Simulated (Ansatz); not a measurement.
# C3H5B: vertical ionisation energy

The task here is to estimate one member of a computed series from the others.

Program: Ansatz 0.2.0, Gaussian basis. Level of theory: unrestricted cation, the program's frozen cores in correlated methods. These are calculated values, not measurements.

Levels to be run: UKS PBE-D4/def2-TZVPP; UKS r2SCAN-D4/def2-TZVPP; UKS PBE0-D4/def2-TZVPP; UKS B3LYP-D4/def2-TZVPP; UKS wB97X-V/def2-TZVPP; UKS wB97M-V/def2-TZVPP; UKS B2PLYP/def2-TZVPP; UHF-CCSD(T)/def2-TZVPP; UHF-MP2/def2-QZVPP; extrapolation to the limit; then −ε(HOMO) from the neutral's earlier runs with LDA (SPW92), PBE-D4, revPBE-D4, BLYP-D4, r2SCAN-D4, B97M-V, PBE0-D4, B3LYP-D4, r2SCANh-D4, r2SCAN0-D4, HSE06-D4, BHLYP-D4, CAM-B3LYP-D4, LC-ωPBE, ωB97X-V, ωB97M-V.

## The geometry

An earlier PBE0-D4 in a triple-zeta def2 set relaxation fixed the geometry.

9 atoms, charge 0, spin multiplicity 1.

Atoms are counted from 1 here; the program's logs count them from 0.

Bond lengths: B1–C2 1.493 Å, B1–H5 1.195 Å, B1–H6 1.195 Å, C2–C3 1.214 Å, C3–C4 1.444 Å, C4–H7 1.094 Å, C4–H8 1.093 Å, C4–H9 1.092 Å. Angles: C2–B1–H5 120.2°, C2–B1–H6 120.2°, H5–B1–H6 119.7°, B1–C2–C3 179.9°, C2–C3–C4 179.6°, C3–C4–H7 109.6°, C3–C4–H8 111.1°, C3–C4–H9 111.7°, H7–C4–H8 107.5°, H7–C4–H9 108.0°, H8–C4–H9 108.9°.

Coordinates:

```xyz
9
C3H5B
B    -0.0866    2.0470   -1.0528
C    -0.0326    0.7185   -0.3728
C     0.0133   -0.3606    0.1807
C     0.0786   -1.6444    0.8391
H     0.2006    2.1422   -2.2092
H    -0.4158    3.0210   -0.4429
H     1.1164   -1.8685    1.1031
H    -0.2721   -2.4428    0.1803
H    -0.5131   -1.6588    1.7574
```

The first run:

The input, in.yaml:

```yaml
crystal:
  periodic: [false, false, false]
  atoms:
    - {symbol: B, position_ang: [-0.086628, 2.047041, -1.052802]}
    - {symbol: C, position_ang: [-0.032631, 0.718527, -0.372812]}
    - {symbol: C, position_ang: [0.013274, -0.360584, 0.180741]}
    - {symbol: C, position_ang: [0.078592, -1.644371, 0.839130]}
    - {symbol: H, position_ang: [0.200559, 2.142225, -2.209206]}
    - {symbol: H, position_ang: [-0.415798, 3.020964, -0.442942]}
    - {symbol: H, position_ang: [1.116365, -1.868465, 1.103087]}
    - {symbol: H, position_ang: [-0.272138, -2.442773, 0.180303]}
    - {symbol: H, position_ang: [-0.513094, -1.658765, 1.757400]}
basis:
  gaussian: {orbitals: def2-TZVPP}
total_charge: 1
magnetization: {spin_polarized: true, initial_magnetization: 1}
hamiltonian: {xc: pbe, dispersion: d4}
```

Launch:

```sh
$ ansatz run in.yaml --threads 2 --pin off --events-out ev --progress --plain --max-ram 4352MiB
```

Steps of the session up to this table: Cation, UKS PBE-D4/def2-TZVPP; Cation, UKS r2SCAN-D4/def2-TZVPP; Cation, UKS PBE0-D4/def2-TZVPP; Cation, UKS B3LYP-D4/def2-TZVPP; Cation, UKS wB97X-V/def2-TZVPP; Cation, UKS wB97M-V/def2-TZVPP; Cation, UKS B2PLYP (frozen core)/def2-TZVPP; Cation, UHF-CCSD(T)/def2-TZVPP; Cation, UHF-MP2/def2-QZVPP.

One of the session's tables, all rows but one given; the rest of the session is left out.

It belongs to the step «Ionisation energies side by side». For comparison, −ε(HOMO) of the neutral from earlier runs:

```
  functional  −ε(HOMO) (eV)
 LDA (SPW92)           6.38
      PBE-D4           6.27
   revPBE-D4           6.22
     BLYP-D4           6.13
   r2SCAN-D4           6.46
      B97M-V           6.51
     PBE0-D4           7.45
    B3LYP-D4           7.24
  r2SCANh-D4           6.91
  r2SCAN0-D4           7.59
    HSE06-D4           7.05
    BHLYP-D4           8.52
CAM-B3LYP-D4              ?
     LC-ωPBE          10.16
     ωB97X-V           9.78
     ωB97M-V           9.66
```

**Question.** Estimate the row for CAM-B3LYP-D4.

**Answer.** −ε(HOMO) (eV): 8.79. In the column «−ε(HOMO) (eV)» it lies between BHLYP-D4 (8.52) and ωB97M-V (9.66).
